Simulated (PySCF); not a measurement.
# CH₈BOPSi: runs on many settings

Aim: see how CH₈BOPSi (`COBP[SiH3]`) answers to the choice of functional, basis, grid and SCF options.

Programs: PySCF 2.14.0, with density-fitted response routines of our own. Each step states its level of theory. These are calculated values for one molecule, in the gas phase or a continuum, unless marked as measured. Atoms are numbered from 0 throughout.

### 1 The molecule as given

13 atoms, charge 0, multiplicity 1; geometry from: GFN2-xTB.

Bonds of the start (Å): C0–O1 1.41, O1–B2 1.33, B2–P3 1.88, P3–Si4 2.22, C0–H5 1.09, C0–H6 1.09, C0–H7 1.09, B2–H8 1.18, P3–H9 1.38, Si4–H10 1.46, Si4–H11 1.47, Si4–H12 1.46.

### 2 Shielding tensors: PBE0/pcSseg-1

Job settings and geometry (Å):

```
{"job": {"kind": "nmr", "xc": "PBE0", "basis": "pcSseg-1"}, "charge": 0, "multiplicity": 1}
C     -2.248901     0.170897    -0.765104
O     -0.977370    -0.256721    -0.342080
B     -0.565258    -0.303985     0.921491
P      1.143908    -1.056232     1.160518
Si     2.314209     0.067674    -0.359116
H     -2.887917     0.428280     0.083727
H     -2.125941     1.045229    -1.408477
H     -2.711839    -0.633562    -1.340516
H     -1.244404     0.027623     1.829328
H      1.524985    -0.353904     2.283811
H      3.712794    -0.015413     0.063243
H      1.953625     1.484918    -0.503425
H      2.107721    -0.604318    -1.641128
```

Level: GIAO PBE0/pcSseg-1 NMR shielding, non-relativistic, gas phase.

On the command line:

```sh
OMP_NUM_THREADS=1 python probes_run.py task.json out
```

One launch serves the whole session: the jobs run in the order shown.

Output:

```text
coarse grid: 11472 points
cycle   1  E = -773.3141316343  dE =  3.270e-01  |g| = 5.290e-01  |ddm| = 3.036e+00
cycle   2  E = -773.2258218516  dE =  8.831e-02  |g| = 8.702e-01  |ddm| = 1.284e+00
cycle   3  E = -773.3665752824  dE = -1.408e-01  |g| = 7.243e-02  |ddm| = 8.849e-01
cycle   4  E = -773.3676001458  dE = -1.025e-03  |g| = 2.563e-02  |ddm| = 9.966e-02
cycle   5  E = -773.3677937497  dE = -1.936e-04  |g| = 4.549e-03  |ddm| = 4.003e-02
cycle   6  E = -773.3677992638  dE = -5.514e-06  |g| = 1.210e-03  |ddm| = 6.757e-03
final grid: 100456 points
cycle   7  E = -773.4065408368  dE = -2.067e-05  |g| = 9.276e-03  |ddm| = 2.174e-02
cycle   8  E = -773.4065242828  dE =  1.655e-05  |g| = 1.356e-02  |ddm| = 1.439e-02
cycle   9  E = -773.4065570413  dE = -3.276e-05  |g| = 1.367e-03  |ddm| = 9.086e-03
cycle  10  E = -773.4065574895  dE = -4.482e-07  |g| = 1.368e-04  |ddm| = 1.590e-03
cycle  11  E = -773.4065574950  dE = -5.478e-09  |g| = 3.278e-05  |ddm| = 2.441e-04
cycle  12  E = -773.4065574954  dE = -3.336e-10  |g| = 1.124e-05  |ddm| = 6.567e-05
converged SCF energy = -773.4065574954

GIAO shielding tensors (ppm)
atom      isotropic    diamagn.    paramagn.     s11        s22        s33       span
  0 C      121.681     242.156    -120.475     85.425     96.445    183.173     97.747
  1 O      141.270     399.507    -258.237    -58.139    122.069    359.879    418.018
  2 B       45.393     197.110    -151.717     -7.959     50.339     93.798    101.757
  3 P      582.474     970.586    -388.112    523.428    535.198    688.795    165.367
  4 Si     437.196     880.340    -443.144    413.607    430.698    467.284     53.676
  5 H       27.709      28.074      -0.365     25.237     25.675     32.214      6.977
  6 H       27.303      28.637      -1.334     23.564     25.479     32.868      9.305
  7 H       27.311      27.589      -0.278     23.681     25.192     33.058      9.377
  8 H       25.437      31.327      -5.890     22.449     25.019     28.843      6.394
  9 H       30.644      31.980      -1.337     25.402     27.790     38.739     13.336
 10 H       27.784      28.953      -1.169     24.130     25.448     33.773      9.643
 11 H       27.626      29.849      -2.223     23.984     26.045     32.848      8.864
 12 H       27.623      29.735      -2.112     24.462     25.435     32.973      8.512
```

Wall time 15 s (1 thread of Arm Neoverse V2, shared host); peak memory 0.68 GiB.

Shifts follow as δ = σ(reference) − σ, with reference shieldings (ppm) from runs at the same level and on the same kind of geometry: 1H TMS 31.72, 13C TMS 186.9, 29Si TMS 349.2, 17O H2O 336.1, 31P H3PO4 318.4, 11B BF3·OEt2 100.1. The references are single molecules in the gas phase, so shifts against H2O, NH3, PH3, H3PO4 or CFCl3 are not on the usual liquid scales and can be off by tens of ppm. Atoms listed in one row are averaged.

| atoms | environment | σ (ppm) | δ (ppm) | δ scaled to CDCl3 |
| --- | --- | --- | --- | --- |
| C0 | methyl carbon bonded to O | 121.7 | 65.2 | 61.8 |
| H8 | hydrogen on a boron bonded to O, P | 25.44 | 6.28 | – |
| H5, H6, H7 | hydrogen on a methyl carbon bonded to O | 27.44 | 4.28 | 4.14 |
| H10, H11, H12 | hydrogen on a silicon bonded to P | 27.68 | 4.04 | – |
| H9 | hydrogen on a phosphorus bonded to B, Si | 30.64 | 1.07 | – |
| O1 | oxygen bonded to C, B | 141.3 | 194.8 | – |
| B2 | boron bonded to O, P, H | 45.4 | 54.7 | – |
| P3 | phosphorus bonded to B, Si, H | 582.5 | -264.1 | – |
| Si4 | silicon bonded to P, 3 H | 437.2 | -88.0 | – |

The scaled column applies a straight-line fit of computed shieldings to shifts measured in CDCl3 (root-mean-square error 0.16 ppm for H, 1.9 ppm for C).

The run also stored atomic charges by several schemes (e):

| atoms | Mulliken | IAO | Hirshfeld | ESP fit |
| --- | --- | --- | --- | --- |
| C0 | -0.02 | -0.20 | -0.02 | -0.27 |
| O1 | -0.48 | -0.35 | -0.15 | -0.19 |
| B2 | 0.28 | 0.06 | 0.12 | 0.42 |
| P3 | -0.32 | -0.04 | -0.06 | -0.45 |
| Si4 | 0.34 | 0.44 | 0.25 | 0.31 |

Mayer bond orders: C0–O1 0.87, O1–B2 1.25, B2–P3 1.04, P3–Si4 0.97.

Orbitals, density, ELF and potential are computed afterwards from the orbital file.

Frontier orbitals at PBE0/pcSseg-1, with the share of their density that lies nearest to each atom:

| orbital | energy (eV) | lies on |
| --- | --- | --- |
| HOMO | -7.00 | P3 63 %; B2 9 %; H9 8 % |
| LUMO | -0.48 | B2 43 %; H8 14 %; O1 12 % |

ELF in a plane through or near 7 of the atoms.

Ten even steps from ' ' (0.00) to '@' (1.00):
```
                                                        
                                                        
                                                        
                                                        
                ..::::..                                
              ..==++++--          ..++==..              
        --==--::==****--          --%%##--              
      ##@@@@@@--......--    --++..--%%%%++              
      @@@@@@@@==##**..::    **%%**==::..--..            
      @@@@@@@@++--++..++  ..**%%####::::##--            
      ##@@@@@@**==##%%##==--++%%##--++@@@@@@==          
      ..++++--..--**##**%%##  ::--  ::@@@@@@**          
                ::++++==%%##..::**::  ++@@%%::          
              ::%%@@@@%%====##@@@@@@::                  
              ++@@@@@@@@....##@@@@@@**                  
              ==@@@@@@%%    --@@@@@@++                  
                ==####--      ==##==                    
                  ..                                    
                                                        
                                                        
```
The map spans 12.6 Å across and 9.4 Å up, centred on the molecule. Atoms in the plane (x, y in Å): C0 (2.3, 0.5), B2 (0.4, -1.0), Si4 (-2.2, 0.7), H5 (2.9, -0.4), H8 (1.0, -1.9), H9 (-1.8, -2.1), H10 (-3.7, 0.4).

On the surface of density 0.002 e/bohr³ the electrostatic potential runs, from the 1st to the 99th percentile, from -1.08 V near P3 to 0.99 V near H6.

### 3 Ultraviolet spectrum: PBE0/def2-SVPD

Same as in step 2 but for these lines:

```diff
@@ -1,2 +1,2 @@
-{"job": {"kind": "nmr", "xc": "PBE0", "basis": "pcSseg-1"}, "charge": 0, "multiplicity": 1}
+{"job": {"kind": "uv", "xc": "PBE0", "basis": "def2-SVPD", "nstates": 6, "ntriplets": 2}, "charge": 0, "multiplicity": 1}
 C     -2.248901     0.170897    -0.765104
```

With the program's defaults for keys left out, this is: TDDFT PBE0/def2-SVPD, vertical, gas phase, core orbitals frozen in the response.

Output:

```text
coarse grid: 11472 points
cycle   1  E = -773.0071850953  dE =  2.955e-01  |g| = 5.020e-01  |ddm| = 4.328e+00
cycle   2  E = -772.9186527026  dE =  8.853e-02  |g| = 8.432e-01  |ddm| = 1.405e+00
cycle   3  E = -773.0577878715  dE = -1.391e-01  |g| = 6.357e-02  |ddm| = 7.851e-01
cycle   4  E = -773.0586033053  dE = -8.154e-04  |g| = 2.402e-02  |ddm| = 1.420e-01
cycle   5  E = -773.0587973854  dE = -1.941e-04  |g| = 5.045e-03  |ddm| = 6.040e-02
cycle   6  E = -773.0588058951  dE = -8.510e-06  |g| = 1.169e-03  |ddm| = 1.002e-02
final grid: 100456 points
cycle   7  E = -773.1577984576  dE = -2.076e-05  |g| = 8.464e-03  |ddm| = 6.778e-02
cycle   8  E = -773.1577847673  dE =  1.369e-05  |g| = 1.213e-02  |ddm| = 2.168e-02
cycle   9  E = -773.1578135404  dE = -2.877e-05  |g| = 1.302e-03  |ddm| = 1.220e-02
cycle  10  E = -773.1578139748  dE = -4.344e-07  |g| = 1.523e-04  |ddm| = 1.870e-03
cycle  11  E = -773.1578139819  dE = -7.074e-09  |g| = 4.164e-05  |ddm| = 3.706e-04
cycle  12  E = -773.1578139825  dE = -5.962e-10  |g| = 1.708e-05  |ddm| = 1.162e-04
converged SCF energy = -773.1578139825

Static polarisability (au): isotropic 87.962, principal 71.098 88.771 104.015

Singlet excitations
state   eV       nm        f      main configurations
  1   5.3108    233.5   0.07707   H->L 0.92
  2   6.1481    201.7   0.02144   H->L+1 0.47, H-1->L 0.45
  3   6.2251    199.2   0.09585   H-1->L 0.45, H->L+1 0.44
  4   6.5818    188.4   0.09341   H->L+2 0.85
  5   6.7426    183.9   0.01082   H->L+4 0.66, H->L+3 0.22
  6   7.0265    176.5   0.01536   H->L+3 0.65, H->L+4 0.15

Triplet excitations (Tamm-Dancoff, eV): 4.4439 5.5537
```

Wall time 18 s (1 thread of Arm Neoverse V2, shared host); peak memory 0.72 GiB.

Frontier orbitals and where they lie:

| orbital | eV | atoms |
| --- | --- | --- |
| HOMO−3 | -9.53 | O1 26 %, Si4 20 %, H10 12 % |
| HOMO−2 | -9.41 | Si4 22 %, P3 20 %, H12 17 % |
| HOMO−1 | -8.22 | P3 28 %, B2 18 %, Si4 16 % |
| HOMO | -7.00 | P3 59 %, B2 12 %, Si4 9 % |
| LUMO | -0.60 | B2 37 %, P3 18 %, O1 17 % |
| LUMO+1 | 0.33 | B2 31 %, Si4 15 %, P3 12 % |
| LUMO+2 | 0.69 | Si4 28 %, P3 26 %, H11 12 % |

With each of the 6 states as a Gaussian band of 0.4 eV half-width at 1/e, the curve within the window shown has maxima at 233 nm (ε 3,200), 194 nm (ε 7,100) L/(mol cm). Beyond the last state computed it falls off for lack of states. The curve at chosen wavelengths:

| nm | ε (L/mol/cm) |
| --- | --- |
| 169 | 527 |
| 173 | 1204 |
| 176 | 1993 |
| 180 | 3406 |
| 184 | 4988 |
| 188 | 6317 |
| 191 | 6934 |
| 195 | 7104 |
| 199 | 6522 |
| 202 | 5693 |
| 206 | 4354 |
| 210 | 3143 |
| 214 | 2387 |
| 217 | 2185 |
| 221 | 2317 |
| 225 | 2686 |
| 229 | 3028 |
| 232 | 3149 |
| 236 | 3061 |
| 240 | 2718 |
| 243 | 2350 |
| 247 | 1807 |
| 251 | 1292 |
| 255 | 865 |
| 258 | 616 |
| 262 | 374 |

Leading natural transition orbitals of singlet state 3: the hole lies on P3 54 %; Si4 11 %; O1 8 %; the particle on B2 22 %; P3 15 %; H9 15 %.

Leading natural transition orbitals of singlet state 1: the hole lies on P3 55 %; B2 13 %; H8, H9 about 7 % each; the particle on B2 40 %; H8 17 %; O1 10 %.

Further results of this job:

| property | computed |
| --- | --- |
| dipole moment (D) | 2.22 |
| polarisability (Å³) | 13.03 |
| HOMO–LUMO gap (eV) | 6.41 |
| −ε(HOMO) (eV) | 7.00 |

### 4 Shielding tensors: PW91/ANO-RCC-VDZP in chloroform

Same as in step 3 but for these lines:

```diff
@@ -1,2 +1,2 @@
-{"job": {"kind": "uv", "xc": "PBE0", "basis": "def2-SVPD", "nstates": 6, "ntriplets": 2}, "charge": 0, "multiplicity": 1}
+{"job": {"kind": "nmr", "xc": "PW91", "basis": "ANO-RCC-VDZP", "solvent": "chloroform", "pop": false}, "charge": 0, "multiplicity": 1}
 C     -2.248901     0.170897    -0.765104
```

Level: GIAO PW91/ANO-RCC-VDZP NMR shielding, non-relativistic, IEF-PCM chloroform.

Output:

```text
coarse grid: 11472 points
cycle   1  E = -773.4326894401  dE =  3.038e-01  |g| = 6.324e-01  |ddm| = 4.636e+00
cycle   2  E = -773.0329079530  dE =  3.998e-01  |g| = 1.512e+00  |ddm| = 2.086e+00
cycle   3  E = -773.5150347233  dE = -4.821e-01  |g| = 1.625e-01  |ddm| = 1.625e+00
cycle   4  E = -773.5212185890  dE = -6.184e-03  |g| = 5.829e-02  |ddm| = 2.414e-01
cycle   5  E = -773.5223239871  dE = -1.105e-03  |g| = 1.689e-02  |ddm| = 1.038e-01
cycle   6  E = -773.5224305348  dE = -1.065e-04  |g| = 4.984e-03  |ddm| = 2.772e-02
cycle   7  E = -773.5224387743  dE = -8.240e-06  |g| = 1.009e-03  |ddm| = 6.736e-03
final grid: 100456 points
cycle   8  E = -773.5238946379  dE = -1.715e-05  |g| = 1.116e-02  |ddm| = 4.445e-02
cycle   9  E = -773.5238261488  dE =  6.849e-05  |g| = 2.189e-02  |ddm| = 2.429e-02
cycle  10  E = -773.5239188990  dE = -9.275e-05  |g| = 3.051e-03  |ddm| = 1.674e-02
cycle  11  E = -773.5239211896  dE = -2.291e-06  |g| = 2.272e-04  |ddm| = 3.417e-03
cycle  12  E = -773.5239212076  dE = -1.795e-08  |g| = 3.945e-05  |ddm| = 3.743e-04
cycle  13  E = -773.5239212081  dE = -5.443e-10  |g| = 1.479e-05  |ddm| = 7.771e-05
converged SCF energy = -773.5239212081

GIAO shielding tensors (ppm)
atom      isotropic    diamagn.    paramagn.     s11        s22        s33       span
  0 C      121.164     237.981    -116.817     84.325     95.571    183.596     99.271
  1 O      122.125     385.023    -262.897    -69.620     93.195    342.801    412.421
  2 B       46.028     198.898    -152.870     -4.616     53.455     89.245     93.861
  3 P      617.101     982.938    -365.837    567.943    572.941    710.417    142.474
  4 Si     491.178     888.837    -397.659    465.321    480.015    528.198     62.877
  5 H       27.531      28.927      -1.397     25.295     25.456     31.842      6.547
  6 H       27.195      29.811      -2.617     23.852     25.369     32.363      8.511
  7 H       27.210      28.352      -1.143     23.974     25.161     32.494      8.520
  8 H       24.899      32.724      -7.825     21.763     24.703     28.231      6.468
  9 H       30.254      31.650      -1.396     25.235     27.695     37.834     12.598
 10 H       27.497      28.482      -0.985     24.102     25.308     33.082      8.980
 11 H       27.251      31.543      -4.292     23.855     25.465     32.434      8.579
 12 H       27.454      30.799      -3.346     24.695     25.287     32.379      7.684
```

Wall time 14 s (1 thread of Arm Neoverse V2, shared host); peak memory 0.68 GiB.

Key values: σ C0 121.2, O1 122.1, B2 46.0, P3 617.1, H8 24.90, H5 27.31 ppm (means over like atoms).

(Part 1 of 2 ends here.)
